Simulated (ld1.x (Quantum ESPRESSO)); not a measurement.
# Gallium: generating and testing a PAW potential

Task: generate the file, and judge it by its errors in other configurations, its logarithmic derivatives, its ghosts and its cutoff.

Method: ld1.x (Quantum ESPRESSO) 7.5, PBE, scalar-relativistic.

## Step 1: The design

The settings as typed:

* element: gallium (Ga, Z = 31)
* type: PAW
* frozen core: [Ar]
* valence charge: 13
* reference configuration: 3d10 4s2 4p1
* partial waves: 4s (bound): rcut 1.50, rcutus 1.80 bohr; 4s channel at -0.35 Ry: rcut 1.50, rcutus 1.80 bohr; 4p (bound): rcut 2.35, rcutus 2.90 bohr; 4p channel at 0.2 Ry: rcut 2.35, rcutus 2.90 bohr; 3d (bound): rcut 0.75, rcutus 1.05 bohr; 3d channel at 1.85 Ry: rcut 0.75, rcutus 1.05 bohr
* local potential: all-electron potential smoothed inside 1.30 bohr (lloc = -2)
* core correction: Bessel-smoothed model core inside 0.75 bohr
* augmentation charge: PSQ, radius 0.85 bohr

## Step 2: The generation run

Ga.in

```
 &input
   title='Ga', zed=31., rel=1, dft='PBE', iswitch=3,
   config='[Ar] 3d10 4s2 4p1',
   nld=3, rlderiv=3.15, eminld=-3.0, emaxld=5.0, deld=0.02
 /
 &inputp
   pseudotype=3, lpaw=.true., tm=.true., lloc=-2, rcloc=1.30,
   nlcc=.true., new_core_ps=.true., rcore=0.75,
   which_augfun='PSQ', rmatch_augfun=0.85,
   file_pseudopw='Ga.UPF', file_wfcaegen='ae.wfc', file_wfcncgen='nc.wfc', file_beta='beta', file_chi='chi', file_wfcusgen='us.wfc'
 /
6
4S  1  0   2.00   0.00  1.50  1.80  0.0
4S  1  0   0.00  -0.35  1.50  1.80  0.0
4P  2  1   1.00   0.00  2.35  2.90  0.0
4P  2  1   0.00   0.20  2.35  2.90  0.0
3D  3  2  10.00   0.00  0.75  1.05  0.0
3D  3  2   0.00   1.85  0.75  1.05  0.0
 &test
   configts(1)='3d10 4s2 4p1'
 /
```

On the command line:

```
$ ld1.x < Ga.in > Ga.out
```

What the program wrote to Ga.out (without the banner and most projector matrices):

```text
     Program LD1 v.7.5
     --------------------------- All-electron run ----------------------------

     Ga
     scalar relativistic calculation

     atomic number is 31.00
     dft =PBE   lsd =0 sic =0 latt =0  beta=0.20 tr2=1.0E-14
     Exchange-correlation= PBE
                           (   1   4   3   4   0   0   0)
     mesh =1205 r(mesh) = 101.09016 a.u. xmin = -7.00 dx = 0.01250
     1 Ry =  13.60569312 eV, c = 137.03599908

     n l     nl                  e(Ry)          e(Ha)          e(eV)
     1 0     1S 1( 2.00)      -751.8885      -375.9443    -10229.9645
     2 0     2S 1( 2.00)       -92.7792       -46.3896     -1262.3250
     2 1     2P 1( 6.00)       -80.7630       -40.3815     -1098.8366
     3 0     3S 1( 2.00)       -10.8870        -5.4435      -148.1258
     3 1     3P 1( 6.00)        -7.2660        -3.6330       -98.8592
     3 2     3D 1(10.00)        -1.4078        -0.7039       -19.1544
     4 0     4S 1( 2.00)        -0.6577        -0.3288        -8.9483
     4 1     4P 1( 1.00)        -0.1896        -0.0948        -2.5791

     final scf error:  1.8E-15 reached in  28 iterations

     Etot =   -3887.879138 Ry,   -1943.939569 Ha,  -52897.290452 eV

     Ekin =    3953.977613 Ry,    1976.988806 Ha,   53796.606017 eV
     Encl =   -9369.232565 Ry,   -4684.616282 Ha, -127474.903073 eV
     Eh   =    1678.315257 Ry,     839.157629 Ha,   22834.642352 eV
     Exc  =    -150.939443 Ry,     -75.469722 Ha,   -2053.635748 eV

     normalization and overlap integrals

     s(1S/1S) =  1.000000  <r> =   0.0486  <r2> =    0.0032  r(max) =   0.0319
     s(2S/2S) =  1.000000  <r> =   0.2178  <r2> =    0.0560  r(max) =   0.1833
     s(2P/2P) =  1.000000  <r> =   0.1907  <r2> =    0.0446  r(max) =   0.1464
     s(3S/3S) =  1.000000  <r> =   0.6518  <r2> =    0.4906  r(max) =   0.5647
     s(3P/3P) =  1.000000  <r> =   0.6791  <r2> =    0.5442  r(max) =   0.5647
     s(3D/3D) =  1.000000  <r> =   0.8106  <r2> =    0.8629  r(max) =   0.5305
     s(4S/4S) =  1.000000  <r> =   2.3423  <r2> =    6.3902  r(max) =   1.8984
     s(4P/4P) =  1.000000  <r> =   3.4262  <r2> =   14.2371  r(max) =   2.5307

     ------------------------ End of All-electron run ------------------------

     --------------------- Generating PAW atomic setup --------------------

      Generating local potential from pseudized AE potential:
      Matching radius rcloc =   1.3000
      Enforcing V''(0)=0 (lloc=-2)

      Local pseudo, rcloc= 1.305 Estimated cut-off energy=    18.70 Ry

      Computing core charge for nlcc:

       r > 0.75 : true rho core
      Core charge pseudized with two Bessel functions
      Integrated core pseudo-charge :  10.48
      Wfc-us  4S rcutus= 1.806  Estimated cut-off energy=    13.42 Ry
      Wfc-us  4S rcutus= 1.806  Estimated cut-off energy=    13.85 Ry
      Wfc-us  4P rcutus= 2.904  Estimated cut-off energy=     9.03 Ry
      Wfc-us  4P rcutus= 2.904  Estimated cut-off energy=    10.08 Ry
      Wfc-us  3D rcutus= 1.042  Estimated cut-off energy=   106.72 Ry
      Wfc-us  3D rcutus= 1.042  Estimated cut-off energy=   157.76 Ry

     Required augmentation: PSQ   radius:    0.850000

     Q pseudized with Bessel functions
     Expected ecutrho=     605.5001 due to l1=  2   l2=  2

     Estimated PAW energy = -277.714470 Ryd

     The PAW screened D coefficients
     0.96963     0.90118     0.00000     0.00000     0.00000     0.00000
     0.90118     0.83763     0.00000     0.00000     0.00000     0.00000
     0.00000     0.00000     0.26556     0.23199     0.00000     0.00000
     0.00000     0.00000     0.23199     0.20422     0.00000     0.00000
     0.00000     0.00000     0.00000     0.00000    -6.08547    -3.71132
     0.00000     0.00000     0.00000     0.00000    -3.71132    -2.50106

     The PAW descreened D coefficients (US)
     0.69909     0.64199     0.00000     0.00000     0.00000     0.00000
     0.64199     0.58962     0.00000     0.00000     0.00000     0.00000
     0.00000     0.00000     0.23295     0.21026     0.00000     0.00000
     0.00000     0.00000     0.21026     0.19182     0.00000     0.00000
     0.00000     0.00000     0.00000     0.00000    -3.07522    -1.73441
     0.00000     0.00000     0.00000     0.00000    -1.73441    -1.22536

     ------------------- End of pseudopotential generation -------------------

     [... the all-electron block is printed once more ...]


     Computing logarithmic derivative in   3.14962
     Computing logarithmic derivative in   3.14962
     Computing the partial wave expansion
     R is outside the sphere for l=    0 j= 0.00
     R is outside the sphere for l=    0 j= 0.00
     R is outside the sphere for l=    1 j= 0.00
     R is outside the sphere for l=    1 j= 0.00
     R is outside the sphere for l=    2 j= 0.00
     R is outside the sphere for l=    2 j= 0.00

     ---------------------- Testing the pseudopotential ----------------------

     Ga
     scalar relativistic calculation

     atomic number is 31.00   valence charge is 13.00
     dft = SLA  PW   PBX  PBC   lsd =0 sic =0 latt =0  beta=0.20 tr2=1.0E-14
     mesh =1205 r(mesh) = 101.09016 xmin = -7.00 dx = 0.01250

     n l     nl             e AE (Ry)        e PS (Ry)    De AE-PS (Ry)
     3 2     3D   1(10.00)       -1.40782       -1.40784        0.00002
     1 0     4S   1( 2.00)       -0.65769       -0.65769        0.00000
     2 1     4P   1( 1.00)       -0.18956       -0.18956        0.00000

     eps = 7.8E-15  iter =  4

     Etot =   -3887.879138 Ry,   -1943.939569 Ha,  -52897.290452 eV
     Etotps =  -277.714528 Ry,    -138.857264 Ha,   -3778.498646 eV

     Ekin =     268.603037 Ry,     134.301519 Ha,    3654.530496 eV
     Encl =    -540.891378 Ry,    -270.445689 Ha,   -7359.202105 eV
     Ehrt =     145.513228 Ry,      72.756614 Ha,    1979.808319 eV
     Ecxc =    -150.939415 Ry,     -75.469707 Ha,   -2053.635357 eV
     (Ecc =     -26.105223 Ry,     -13.052611 Ha,    -355.179652 eV)

     ---------------------- End of pseudopotential test ----------------------
```

Wall time 1.9 s (1 thread of Neoverse-V1, shared host). (Generation and the later configuration tests together.)

Partial waves on a coarse radial grid (AE all-electron, PS pseudo):

| r (bohr) | 4p AE | 4p PS |
| --- | --- | --- |
| 0.145 | 0.1099 | 0.0067 |
| 0.290 | -0.0785 | 0.0263 |
| 0.435 | -0.1978 | 0.0577 |
| 0.580 | -0.1883 | 0.0991 |
| 0.725 | -0.1064 | 0.1482 |
| 0.870 | 0.0010 | 0.2024 |
| 1.015 | 0.1094 | 0.2589 |
| 1.160 | 0.2079 | 0.3149 |
| 1.305 | 0.2929 | 0.3681 |
| 1.450 | 0.3635 | 0.4165 |
| 1.595 | 0.4209 | 0.4584 |
| 1.740 | 0.4662 | 0.4931 |
| 1.885 | 0.5009 | 0.5202 |
| 2.030 | 0.5264 | 0.5399 |
| 2.175 | 0.5439 | 0.5528 |
| 2.320 | 0.5547 | 0.5599 |
| 2.465 | 0.5596 | 0.5622 |
| 2.610 | 0.5597 | 0.5606 |
| 2.755 | 0.5557 | 0.5559 |
| 2.900 | 0.5485 | 0.5485 |
| 3.045 | 0.5386 | 0.5386 |
| 3.190 | 0.5265 | 0.5265 |
| 3.335 | 0.5128 | 0.5128 |
| 3.480 | 0.4978 | 0.4978 |
| 3.625 | 0.4819 | 0.4819 |
| 3.770 | 0.4654 | 0.4654 |

## Step 3: Configuration tests

Ga.test.in

```
 &input
   title='Ga', zed=31., rel=1, dft='PBE', iswitch=2,
   config='[Ar] 3d10 4s2 4p1'
 /
 &test
   file_pseudo='Ga.UPF', nconf=8,
   configts(1)='3d10 4s2 4p1',
   configts(2)='3d10 4s2 4p0',
   configts(3)='3d10 4s1 4p0',
   configts(4)='3d10 4s0 4p0',
   configts(5)='3d10 4s1 4p2',
   configts(6)='3d10 4s0 4p3',
   configts(7)='3d10 4s2 4p1.3',
   configts(8)='3d9 4s0 4p0'
 /
```

On the command line:

```
$ ld1.x < Ga.test.in > Ga.test.out
```

Ga.test.out, the pseudopotential blocks, each with the warnings that came before it:

```text
     ---------------------- Testing the pseudopotential ----------------------

     Ga
     scalar relativistic calculation

     atomic number is 31.00   valence charge is 13.00
     dft =SLA  PW   PBX  PBC   lsd =0 sic =0 latt =0  beta=0.20 tr2=1.0E-14
     mesh =1205 r(mesh) = 101.09016 xmin = -7.00 dx = 0.01250

     n l     nl             e AE (Ry)        e PS (Ry)    De AE-PS (Ry)
     3 2     3D   1(10.00)       -1.40782       -1.40784        0.00002
     1 0     4S   1( 2.00)       -0.65769       -0.65769        0.00000
     2 1     4P   1( 1.00)       -0.18956       -0.18956        0.00000

     eps = 7.8E-15  iter =  4

     Etot =   -3887.879138 Ry,   -1943.939569 Ha,  -52897.290452 eV
     Etotps =  -277.714528 Ry,    -138.857264 Ha,   -3778.498646 eV

     Ekin =     268.603037 Ry,     134.301519 Ha,    3654.530496 eV
     Encl =    -540.891378 Ry,    -270.445689 Ha,   -7359.202105 eV
     Ehrt =     145.513228 Ry,      72.756614 Ha,    1979.808319 eV
     Ecxc =    -150.939415 Ry,     -75.469707 Ha,   -2053.635357 eV
     (Ecc =     -26.105223 Ry,     -13.052611 Ha,    -355.179652 eV)

     ---------------------- End of pseudopotential test ----------------------

     ---------------------- Testing the pseudopotential ----------------------

     Ga
     [...]
     n l     nl             e AE (Ry)        e PS (Ry)    De AE-PS (Ry)
     3 2     3D   1(10.00)       -2.01549       -2.01515       -0.00033
     1 0     4S   1( 2.00)       -1.20034       -1.20036        0.00002
     2 1     4P   1( 0.00)       -0.66647       -0.66648        0.00001

     eps = 2.9E-15  iter = 10

     Etot =   -3887.461073 Ry,   -1943.730537 Ha,  -52891.602393 eV
     Etotps =  -277.296413 Ry,    -138.648206 Ha,   -3772.809894 eV
     dEtot_ae =       0.418065 Ry
     dEtot_ps =       0.418116 Ry,   Delta E=      -0.000051 Ry

     [...]
     ---------------------- End of pseudopotential test ----------------------

     ---------------------- Testing the pseudopotential ----------------------

     Ga
     [...]
     n l     nl             e AE (Ry)        e PS (Ry)    De AE-PS (Ry)
     3 2     3D   1(10.00)       -2.89274       -2.89263       -0.00011
     1 0     4S   1( 1.00)       -1.91606       -1.91631        0.00025
     2 1     4P   1( 0.00)       -1.30377       -1.30399        0.00022

     eps = 1.1E-16  iter = 10

     Etot =   -3885.908206 Ry,   -1942.954103 Ha,  -52870.474558 eV
     Etotps =  -275.743266 Ry,    -137.871633 Ha,   -3751.678258 eV
     dEtot_ae =       1.970932 Ry
     dEtot_ps =       1.971262 Ry,   Delta E=      -0.000330 Ry

     [...]
     ---------------------- End of pseudopotential test ----------------------

     ---------------------- Testing the pseudopotential ----------------------

     Ga
     [...]
     n l     nl             e AE (Ry)        e PS (Ry)    De AE-PS (Ry)
     3 2     3D   1(10.00)       -3.85756       -3.85921        0.00165
     1 0     4S   1( 0.00)       -2.68834       -2.68920        0.00086
     2 1     4P   1( 0.00)       -1.99942       -2.00068        0.00126

     eps = 1.1E-15  iter =  7

     Etot =   -3883.609747 Ry,   -1941.804873 Ha,  -52839.202424 eV
     Etotps =  -273.444056 Ry,    -136.722028 Ha,   -3720.395918 eV
     dEtot_ae =       4.269391 Ry
     dEtot_ps =       4.270472 Ry,   Delta E=      -0.001080 Ry

     [...]
     ---------------------- End of pseudopotential test ----------------------

     ---------------------- Testing the pseudopotential ----------------------

     Ga
     [...]
     n l     nl             e AE (Ry)        e PS (Ry)    De AE-PS (Ry)
     3 2     3D   1(10.00)       -1.54605       -1.54590       -0.00015
     1 0     4S   1( 1.00)       -0.73819       -0.73821        0.00002
     2 1     4P   1( 2.00)       -0.24611       -0.24611        0.00001

     eps = 9.7E-15  iter = 11

     Etot =   -3887.398627 Ry,   -1943.699314 Ha,  -52890.752772 eV
     Etotps =  -277.233963 Ry,    -138.616981 Ha,   -3771.960222 eV
     dEtot_ae =       0.480511 Ry
     dEtot_ps =       0.480565 Ry,   Delta E=      -0.000055 Ry

     [...]
     ---------------------- End of pseudopotential test ----------------------

     ---------------------- Testing the pseudopotential ----------------------

     Ga
     [...]
     n l     nl             e AE (Ry)        e PS (Ry)    De AE-PS (Ry)
     3 2     3D   1(10.00)       -1.67078       -1.67013       -0.00065
     1 0     4S   1( 0.00)       -0.80735       -0.80734       -0.00002
     2 1     4P   1( 3.00)       -0.29537       -0.29538        0.00001

     eps = 5.2E-15  iter = 12

     Etot =   -3886.896388 Ry,   -1943.448194 Ha,  -52883.919461 eV
     Etotps =  -276.731678 Ry,    -138.365839 Ha,   -3765.126285 eV
     dEtot_ae =       0.982750 Ry
     dEtot_ps =       0.982850 Ry,   Delta E=      -0.000101 Ry

     [...]
     ---------------------- End of pseudopotential test ----------------------

     ---------------------- Testing the pseudopotential ----------------------

     Ga
     [...]
     n l     nl             e AE (Ry)        e PS (Ry)    De AE-PS (Ry)
     3 2     3D   1(10.00)       -1.26683       -1.26690        0.00007
     1 0     4S   1( 2.00)       -0.52577       -0.52577        0.00000
     2 1     4P   1( 1.30)       -0.07511       -0.07511        0.00000

     eps = 2.0E-15  iter =  9

     Etot =   -3887.918382 Ry,   -1943.959191 Ha,  -52897.824395 eV
     Etotps =  -277.753778 Ry,    -138.876889 Ha,   -3779.032662 eV
     dEtot_ae =      -0.039244 Ry
     dEtot_ps =      -0.039249 Ry,   Delta E=       0.000005 Ry

     [...]
     ---------------------- End of pseudopotential test ----------------------

     Warning: n=3, l=2 expected 0 nodes, found 1
     ---------------------- Testing the pseudopotential ----------------------

     Ga
     [...]
     n l     nl             e AE (Ry)        e PS (Ry)    De AE-PS (Ry)
     3 2     3D   1( 9.00)       -5.56487       -5.61756        0.05269  !
     1 0     4S   1( 0.00)       -3.74360       -3.75243        0.00882  !
     2 1     4P   1( 0.00)       -2.94776       -2.96780        0.02004  !

     eps = 1.5E-16  iter =  9

     Etot =   -3878.914899 Ry,   -1939.457449 Ha,  -52775.325765 eV
     Etotps =  -268.724489 Ry,    -134.362244 Ha,   -3656.182927 eV
     dEtot_ae =       8.964239 Ry
     dEtot_ps =       8.990040 Ry,   Delta E=      -0.025800 Ry

     [...]
     ---------------------- End of pseudopotential test ----------------------
```

The tests as a table, with energies relative to 3d10 4s2 4p1. A star marks tests that logged a warning.

```csv
valence configuration,charge,ΔE all-electron (eV),error AE − PS (meV)
3d10 4s2 4p0,+1,5.688,-0.7
3d10 4s1 4p0,+2,26.816,-4.5
3d10 4s0 4p0,+3,58.088,-15
3d10 4s1 4p2,0,6.538,-0.7
3d10 4s0 4p3,0,13.371,-1.4
3d10 4s2 4p1.3,-0.3,-0.534,+0.1
3d9 4s0 4p0 *,+4,121.965,-351
```

## Step 4: Logarithmic derivatives

Taken from the files of the generation run. The phase is arctan(r·u′/u) with u = r·R, unwrapped, with energies in Ry. A pole is an energy at which the radial function vanishes at the test radius. The pseudo phase is shifted by a multiple of π to meet the all-electron one at the reference energy. Levels narrower than the energy grid can be missing from the poles. The last column is the largest difference on the grid between −1 and +1 Ry.

| channel | radius (bohr) | reference (Ry) | poles AE | poles PS | window around the reference with phases within 0.05 rad (Ry) | largest difference near zero (rad) |
| --- | --- | --- | --- | --- | --- | --- |
| s | 3.15 | -0.66 | -0.19, 4.51 | -0.19, 4.33 | the whole range | 0.000 |
| p | 3.15 | -0.19 | 0.68 | 0.67, 4.55 | below 2.2 | 0.000 |
| d | 3.15 | -1.41 | -1.40, 2.21 | -1.40, 2.21 | the whole range | 0.000 |

Phases (rad) along the scan:

| E (Ry) | s AE | s PS | p AE | p PS |
| --- | --- | --- | --- | --- |
| -3.00 | 1.362 | 1.362 | 1.374 | 1.374 |
| -2.52 | 1.334 | 1.334 | 1.352 | 1.352 |
| -2.04 | 1.289 | 1.289 | 1.321 | 1.321 |
| -1.56 | 1.197 | 1.197 | 1.271 | 1.271 |
| -1.08 | 0.850 | 0.850 | 1.173 | 1.173 |
| -0.60 | -1.183 | -1.183 | 0.870 | 0.870 |
| -0.12 | -1.599 | -1.599 | -0.741 | -0.741 |
| 0.36 | -1.734 | -1.734 | -1.444 | -1.444 |
| 0.84 | -1.863 | -1.864 | -1.616 | -1.616 |
| 1.32 | -2.108 | -2.111 | -1.724 | -1.725 |
| 1.80 | -2.986 | -3.006 | -1.853 | -1.862 |
| 2.28 | -4.145 | -4.158 | -2.136 | -2.205 |
| 2.76 | -4.458 | -4.465 | -3.268 | -3.671 |
| 3.24 | -4.577 | -4.584 | -4.255 | -4.400 |
| 3.72 | -4.643 | -4.652 | -4.495 | -4.580 |
| 4.20 | -4.688 | -4.700 | -4.594 | -4.667 |
| 4.68 | -4.724 | -4.746 | -4.651 | -4.729 |

## Step 5: Plane-wave convergence, by spherical Bessel functions

A separate test, outside the generator: the pseudo-atom's Hamiltonian at the reference potential is diagonalised in spherical Bessel functions j_l(qr) that vanish at 20 bohr, with q² up to the cutoff.

All-electron valence levels (Ry): 4s -0.6577, 4p -0.1896, 3d -1.4078. The lowest levels of each channel (Ry) by cutoff; the last column sums, over occupied levels, occupation times the distance from the level at 400 Ry. A positive value at high cutoff is not a bound level.

| cutoff (Ry) | s #1 | p #1 | d #1 | f #1 | Σ f·Δε (mRy) |
| --- | --- | --- | --- | --- | --- |
| 8 | -0.6540 | -0.1894 | 0.0464 | 0.1018 | 14550.4 |
| 21 | -0.6576 | -0.1896 | 0.0399 | 0.1018 | 14477.5 |
| 45 | -0.6577 | -0.1896 | -0.9113 | 0.1018 | 4965.3 |
| 90 | -0.6577 | -0.1896 | -1.4033 | 0.1018 | 45.9 |
| 140 | -0.6577 | -0.1896 | -1.4071 | 0.1018 | 7.8 |
| 160 | -0.6577 | -0.1896 | -1.4076 | 0.1018 | 2.6 |
| 230 | -0.6577 | -0.1896 | -1.4078 | 0.1018 | 0.8 |
| 300 | -0.6577 | -0.1896 | -1.4078 | 0.1018 | 0.2 |
| 400 | -0.6577 | -0.1896 | -1.4079 | 0.1018 | 0.0 |

The sum stays within 10 mRy from 140 Ry and within 1 mRy from 230 Ry. The sum leaves out empty levels, which can need more. Ghost test: no level below the all-electron spectrum of its channel (s, p, d, f tested).

## Step 6: Results

| quantity | value |
| --- | --- |
| cutoffs for 10 and 1 mRy, occupied levels | 140 Ry and 230 Ry |
| bound ghosts | none found |
| largest test error (AE − PS) | -351 meV, for 3d9 4s0 4p0 (this test logged a warning) |
| largest phase difference near zero energy, channels read | 0.000 rad |
| lowest eigenvalue of the overlap (Bessel basis) | 0.425 (s) |
| density cutoff estimated by the generator | 606 Ry |

**Reading.** By total energies transferability is fair for so large an energy: the largest error is 351 meV on 122.0 eV, for 3d9 4s0 4p0. That test lies far up in energy; among those under 40 eV, nearer to bonding, the largest error is 4.5 meV. By its cutoff, 140 Ry for the looser tolerance, it is very hard. The slowest occupied level is 3d: taken alone it needs 140 Ry to come within 1 mRy, against 12 Ry for 4s. It is free of bound ghosts as far as tested. Near zero energy the phases of the channels with partial waves agree within 0.001 rad.
